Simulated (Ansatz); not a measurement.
**C2H2FMg+ (SMILES C=[C+][Mg][F]): functionals against CCSD(T) at one geometry**

The task here is to estimate one member of a computed series from the others.

Computed with Ansatz 0.2.0, Gaussian basis. Level: single points in def2-TZVPP.

Cores are frozen in the correlated methods. The outer core shell of Li, Na, Mg and K is correlated. B3LYP uses VWN-RPA correlation.

## Starting geometry

SMILES `C=[C+][Mg][F]`, 6 atoms, charge 1, spin multiplicity 1.

Atoms are counted from 1 here; the program's logs count them from 0.

Bond lengths: C1–C2 1.158 Å, C1–H5 1.108 Å, C1–H6 1.016 Å, C2–Mg3 2.270 Å, Mg3–F4 1.388 Å. Angles: C2–C1–H5 124.0°, C2–C1–H6 118.4°, H5–C1–H6 116.4°, C1–C2–Mg3 176.7°, C2–Mg3–F4 172.2°.

As a file:

```xyz
6
charge 1, multiplicity 1
C    -0.6066    1.1785   -0.1568
C    -0.1182    0.1377   -0.0146
Mg    0.9529   -1.8493    0.2275
F     1.5389   -3.0652    0.5515
H    -1.0339    1.5378   -1.1144
H    -0.4785    1.8756    0.5716
```

Set-up of the first run:

The input, run/in.yaml:

```yaml
crystal:
  periodic: [false, false, false]
  atoms:
    - {symbol: C, position_ang: [-0.606600, 1.178500, -0.156800]}
    - {symbol: C, position_ang: [-0.118200, 0.137700, -0.014600]}
    - {symbol: Mg, position_ang: [0.952900, -1.849300, 0.227500]}
    - {symbol: F, position_ang: [1.538900, -3.065200, 0.551500]}
    - {symbol: H, position_ang: [-1.033900, 1.537800, -1.114400]}
    - {symbol: H, position_ang: [-0.478500, 1.875600, 0.571600]}
basis:
  gaussian: {orbitals: def2-TZVPP}
total_charge: 1
correlation: {method: ccsd_t}
output: {forces: true}
```

The command line of these runs was not kept.

Steps of the session up to this table: CCSD(T)/def2-TZVPP; PBE0-D4/def2-TZVPP; wB97M-V/def2-TZVPP; r2SCAN-D4/def2-TZVPP; PBE-D4/def2-TZVPP; B97M-V/def2-TZVPP; B3LYP-D4/def2-TZVPP.

One of the session's tables, all rows but one given; the rest of the session is left out.

| method | RMS force component (eV/Å) | angle to CCSD(T) forces (°) |
| --- | --- | --- |
| CCSD(T) | 8.171 | reference |
| PBE0-D4 | 7.915 | 2.1 |
| wB97M-V | 7.974 | 2.4 |
| r2SCAN-D4 | 7.981 | 2.4 |
| PBE-D4 | 8.090 | 2.4 |
| B97M-V | ? | ? |
| B3LYP-D4 | 7.972 | 2.5 |

Estimate the missing values for B97M-V.

The run gave: RMS force component (eV/Å): 7.895; angle to CCSD(T) forces (°): 1.8. In the column «RMS force component (eV/Å)» it is the lowest.
